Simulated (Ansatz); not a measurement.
# BFH₄O₂Si: two torsions

Aim: map the energy of BFH4O2Si, SMILES OB[SiH](O)F over two coordinates, and find its wells, ridges and stiffness.

Computed with Ansatz 0.2.0. Level: RKS PBE-D4/def2-SVP.

## Step 1: Where the work starts

SMILES `OB[SiH](O)F`, 9 atoms, charge 0, spin multiplicity 1.

Atoms are counted from 1 here; the program's logs count them from 0.

Bond lengths: O1–B2 1.358 Å, O1–H6 0.976 Å, B2–Si3 2.026 Å, B2–H7 1.224 Å, Si3–O4 1.677 Å, Si3–F5 1.651 Å, Si3–H8 1.509 Å, O4–H9 0.973 Å. Angles: B2–O1–H6 112.7°, O1–B2–Si3 118.2°, O1–B2–H7 120.4°, Si3–B2–H7 121.4°, B2–Si3–O4 106.4°, B2–Si3–F5 108.7°, B2–Si3–H8 116.6°, O4–Si3–F5 109.4°, O4–Si3–H8 110.7°, F5–Si3–H8 104.9°, Si3–O4–H9 115.8°.

Coordinates:

```
O    -0.4471    0.2824    2.0819
B    -0.2114    0.7679    0.8352
Si   -0.1122   -0.5472   -0.7030
O     1.3874   -0.3237   -1.4197
F    -1.2998   -0.1830   -1.7897
H    -0.4794    0.9845    2.7593
H    -0.0685    1.9705    0.6562
H    -0.3288   -2.0017   -0.3644
H     1.6481   -0.9961   -2.0729
```

This geometry comes from a loose relaxation at PBE in a small basis, which is not shown.

## Step 3: Setting up the map

First coordinate, dihedral B2–Si3–O4–H9: 18 values from −180 to 160 °, periodic. Second coordinate, dihedral O1–B2–Si3–O4: 18 values from −180 to 160 °, periodic.

Nothing else is relaxed (all other coordinates rigid). Energies count from the relaxed molecule at the same level. Points are written as (first, second).

(The set-up runs are not shown.)

## Step 4: Point (160°, −120°)

Contents of input.yaml:

```yaml
crystal:
  periodic: [false, false, false]
  atoms:
    - { symbol: O, position_ang: [-0.474416, 0.287085, 2.078843] }
    - { symbol: B, position_ang: [-0.200728, 0.766141, 0.837389] }
    - { symbol: Si, position_ang: [-0.108495, -0.550896, -0.699134] }
    - { symbol: O, position_ang: [1.440281, -0.430066, -1.330767] }
    - { symbol: F, position_ang: [-1.206304, -0.097549, -1.845754] }
    - { symbol: H, position_ang: [-0.505077, 0.990478, 2.755289] }
    - { symbol: H, position_ang: [-0.025249, 1.965002, 0.661687] }
    - { symbol: H, position_ang: [-0.443533, -1.988777, -0.387027] }
    - { symbol: H, position_ang: [1.740851, -1.188301, -1.861579] }
basis:
  gaussian: { orbitals: def2-SVP }
hamiltonian:
  xc: pbe
  dispersion: d4
output:
  forces: true
```

Command:

```sh
$ ansatz run input.yaml --threads 1 --pin off --max-ram 2560MiB --backend cpu --events-out ev --progress --plain --runs-dir out
```

Further runs follow: the other points that were computed.

Before running it: what results should come out? Wanted: lowest point; highest computed point; dipole moment.

As calculated:

| quantity | value |
| --- | --- |
| lowest point | (160°, −120°), 0.37 kJ/mol |
| highest computed point | (60°, 60°), 22.3 kJ/mol above the lowest |
| dipole moment (D) | 1.59 at (−160°, 140°) to 4.27 at (20°, −20°); 2.20 at the lowest point |
| time for the whole task | 15 min on 1 thread, shared host |

The lowest computed point is at (160°, −120°), 0.37 kJ/mol from the relaxed molecule at the same level. Higher local minima lie near (−180°, 120°) (1.9 kJ/mol above the lowest at that grid point); (−180°, −20°) (3.3 kJ/mol above the lowest at that grid point). The highest computed point, (60°, 60°), lies 22.3 kJ/mol above the lowest. On the interpolated surface the easiest way out of the lowest well to the well at (−180°, 120°) passes a barrier of about 3.1 kJ/mol. Round the minimum the two coordinates are nearly uncoupled.
